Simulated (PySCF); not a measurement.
**SnH2BrCl (SMILES [Cl][SnH2][Br]): levels of theory compared**

We compute a comparison of 3 runs (HF/ANO-RCC-MB, HF/ANO-RCC-VDZ, HF/ANO-RCC-VDZP) of SnH2BrCl. Input form: a Python script.

Program for the calculation: PySCF 2.14.0.

1 further run of the same task is left out (it didn't finish).

### 1 The system as given

The species is SnH2BrCl (5 atoms), meant as a singlet with charge 0. SMILES: `[Cl][SnH2][Br]`. The coordinates come from a PBE0-D4/def2-TZVP relaxation.

Bond lengths: Cl1–Sn2 2.319 Å, Sn2–Br3 2.465 Å, Sn2–H4 1.696 Å, Sn2–H5 1.696 Å. Angles: Cl1–Sn2–Br3 107.0°, Cl1–Sn2–H4 107.4°, Cl1–Sn2–H5 107.4°, Br3–Sn2–H4 108.3°, Br3–Sn2–H5 108.3°, H4–Sn2–H5 117.9°.

### 2 The response to a field at HF/ANO-RCC-MB (sfX2C) (run 1)

The input, input.py:

```python
# [Cl][SnH2][Br]
import numpy
from pyscf import gto, scf
from pyscf.prop.polarizability import rhf

system = gto.M(
    atom='''
Cl    -3.784932     0.979445    -1.417295
Sn     0.141729     0.148155     0.340340
Br     2.294128    -2.856132    -2.494061
H     -0.353001    -1.303911     3.154520
H      1.796374     2.893171     0.338072
''',
    unit='bohr',
    spin=0,
    basis='ano-rcc-mb',
    max_memory=1860,
    verbose=3,
)

hf = scf.RHF(system)
hf = hf.x2c()
hf.conv_tol = 1e-10
hf.kernel()
if not hf.converged:
    hf = hf.newton().run(hf.mo_coeff, hf.mo_occ)

e_final = hf.e_tot
print('E(%s) = %.9f' % ('HF', e_final))
pol = rhf.Polarizability(hf)
alpha = pol.polarizability()
print('isotropic polarizability %.4f bohr^3' % (numpy.trace(alpha) / 3))
alpha_w = pol.polarizability_with_freq(freq=0.0774)
beta = pol.hyper_polarizability()
```

Run with:

```console
$ OMP_NUM_THREADS=1 python input.py
```

The program printed:

```text
converged SCF energy = -9240.19487328637
E(HF) = -9240.194873286
isotropic polarizability 38.0753 bohr^3
```

Run time: 29 s. Hardware: 1 thread of Arm Neoverse V1, shared host; peak memory 0.18 GiB.

### 3 The polarisability at HF/ANO-RCC-VDZ (sfX2C) (run 2)

input.py: that of step 2 with these lines changed.

```diff
@@ -1,2 +1 @@
-# [Cl][SnH2][Br]
 import numpy
@@ -5,3 +4,3 @@
 
-system = gto.M(
+mol = gto.M(
     atom='''
@@ -14,9 +13,10 @@
     unit='bohr',
-    spin=0,
-    basis='ano-rcc-mb',
     max_memory=1860,
     verbose=3,
+    charge=0,
+    basis='ano-rcc-vdz',
+    spin=0,
 )
 
-hf = scf.RHF(system)
+hf = scf.RHF(mol)
 hf = hf.x2c()
@@ -27,4 +27,4 @@
 
-e_final = hf.e_tot
-print('E(%s) = %.9f' % ('HF', e_final))
+etot = hf.e_tot
+print(f'total energy: {etot:.8f} hartree')
 pol = rhf.Polarizability(hf)
```

Run with:

```console
$ OMP_NUM_THREADS=1 python input.py
```

The program printed:

```text
converged SCF energy = -9240.27398023722
total energy: -9240.27398024 hartree
isotropic polarizability 52.2765 bohr^3
```

It took 57 s on 1 thread of Arm Neoverse V1, shared host; peak memory 0.2 GiB.

### 4 The response to a field at HF/ANO-RCC-VDZP (sfX2C) (run 3)

The input, start.xyz:

```xyz
5
BrClH2Sn
Cl    -2.002900     0.518300    -0.750000
Sn     0.075000     0.078400     0.180100
Br     1.214000    -1.511400    -1.319800
H     -0.186800    -0.690000     1.669300
H      0.950600     1.531000     0.178900
```

The input, input.py:

```python
import numpy
from pyscf import gto, scf
from pyscf.prop.polarizability import rhf

mol = gto.M(
    atom='start.xyz',
    basis='ano-rcc-vdzp',
    max_memory=1860,
    verbose=3,
    spin=0,
)

mf = scf.RHF(mol)
mf = mf.sfx2c1e()
mf.conv_tol = 1e-10
mf.kernel()
if not mf.converged:
    mf = mf.newton().run(mf.mo_coeff, mf.mo_occ)

e_tot = mf.e_tot
print('E(%s) = %.9f' % ('HF', e_tot))
pol = rhf.Polarizability(mf)
alpha = pol.polarizability()
print('isotropic polarizability %.4f bohr^3' % (numpy.trace(alpha) / 3))
alpha_w = pol.polarizability_with_freq(freq=0.0774)
beta = pol.hyper_polarizability()
```

Run with:

```console
$ OMP_NUM_THREADS=1 python input.py
```

The program printed:

```text
converged SCF energy = -9240.34514253837
E(HF) = -9240.345142538
isotropic polarizability 60.7892 bohr^3
```

Wall time 3.4 min (1 thread of Arm Neoverse V1, shared host); peak memory 0.28 GiB.

### 5 The series

```csv
run,level,energy (Eh),dipole moment (D),HOMO energy (eV),LUMO energy (eV),wall time
1,HF/ANO-RCC-MB (sfX2C),-9240.194873,3.21,-11.92,0.97,29 s
2,HF/ANO-RCC-VDZ (sfX2C),-9240.273980,4.02,-11.78,0.92,57 s
3,HF/ANO-RCC-VDZP (sfX2C),-9240.345143,3.03,-11.54,1.56,3.4 min
```

### 6 Outcome

| quantity | value |
| --- | --- |
| run 3: total energy | -9240.34514 Eh |
| run 3: dipole moment | 3.03 D |
| run 3: HOMO energy | -11.54 eV |
| run 3: LUMO energy | 1.56 eV |
| run 3: HOMO–LUMO gap | 13.10 eV |
| run 3: mean static polarisability | 60.8 bohr³ |
| run 3: mean polarisability at ω = 0.0774 Eh | 62.7 bohr³ |

The dipole moment (its size) runs from 3.03 D (HF/ANO-RCC-VDZP) to 4.02 D (HF/ANO-RCC-VDZ). The HOMO–LUMO gap runs from 12.70 eV (HF/ANO-RCC-VDZ) to 13.10 eV (HF/ANO-RCC-VDZP). In run 1 the basis is minimal, so the values are rough. All runs together took 4.9 min, the longest 3.4 min.
